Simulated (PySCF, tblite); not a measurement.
**C₄H₉SSi₂ radical: geometry, infrared bands and EPR parameters**

What infrared bands and EPR parameters should C₄H₉SSi₂ radical (`C[SiH]C#C[SiH2]SC`) show?

Computed with tblite 0.8.0 and PySCF 2.14.0, with density-fitted response routines of our own, on a single molecule in the gas phase. Atoms are numbered from 0 throughout.

## (1) Starting geometry

16 atoms, charge 0, multiplicity 2; geometry from: force field or distance geometry start.

Bonds of the start (Å): C0–Si1 1.84, Si1–C2 1.87, C2–C3 1.20, C3–Si4 1.86, Si4–S5 2.16, S5–C6 1.80, C0–H7 1.09, C0–H8 1.09, C0–H9 1.11, Si1–H10 1.49, Si4–H11 1.48, Si4–H12 1.49, C6–H13 1.09, C6–H14 1.09, C6–H15 1.08.

## (2) Geometry optimisation with GFN2-xTB

What the job is given:

```
{"job": {"kind": "relax", "xc": "GFN2-xTB", "basis": "xTB"}, "charge": 0, "multiplicity": 2}
C     -2.858400    -1.511900     0.770700
Si    -2.459800     0.086000     1.602300
C     -0.841400     0.819200     1.009300
C      0.179400     1.301800     0.597700
Si     1.786100     2.006700    -0.023500
S      2.112800     1.230200    -2.010300
C      2.166200    -0.550900    -1.747400
H     -2.929600    -1.374500    -0.308700
H     -2.100800    -2.273700     0.969100
H     -3.831200    -1.903000     1.124700
H     -2.412800    -0.113000     3.082200
H      2.923200     1.584500     0.823300
H      1.726500     3.491000    -0.092000
H      1.210800    -0.919500    -1.367500
H      2.956300    -0.814100    -1.039100
H      2.365100    -1.050000    -2.684100
```

Launch:

```sh
> OMP_NUM_THREADS=1 python probes_run.py task.json out
```

One launch serves the whole session: the jobs run in the order shown.

**Question.** This job is followed by: GFN2-xTB harmonic vibrations, gas phase; UKS B3LYP, pcH-1 on C H S Si, non-relativistic, mean-field spin-orbit, GIAO. What will the session give for the following? strongest single infrared mode (GFN2-xTB); zero-point energy (GFN2-xTB); g(iso) (B3LYP); ⟨S²⟩; largest a(iso) (averaged by class); potential on the surface of density 0.002 e/bohr³, 1st and 99th percentile.

**Answer**, as computed:

| quantity | value |
| --- | --- |
| strongest single infrared mode (GFN2-xTB) | 2081 cm⁻¹, 572 km/mol |
| zero-point energy (GFN2-xTB) | 67.9 kcal/mol |
| g(iso) (B3LYP) | 2.00319 |
| ⟨S²⟩ | 0.758 (exact 0.75) |
| largest a(iso) (averaged by class) | 29Si on Si1, -288.9 MHz |
| potential on the surface of density 0.002 e/bohr³, 1st and 99th percentile | -1.04 V and 1.05 V |

What this shows: The optimisation took 83 steps and gained 0.216 eV; among the close pairs (by a distance rule), Si1–C2 changed most, from 1.873 to 1.801 Å. No mode is imaginary among the 42: a minimum at this level. The strongest single mode, at 2081 cm⁻¹, moves mainly C3 and C2. Unscaled tight-binding wavenumbers are off by several per cent, some by more. Its intensities can rank the bands wrongly. Most of the unpaired spin sits on Si1 (0.91 e). The isotropic g lies 0.9 ppt above the free-electron value. These values are for one conformer; the search (at its own cheap level) found 2 more, at 0.97, 1.16 kcal/mol, and measured spectra average over such forms.
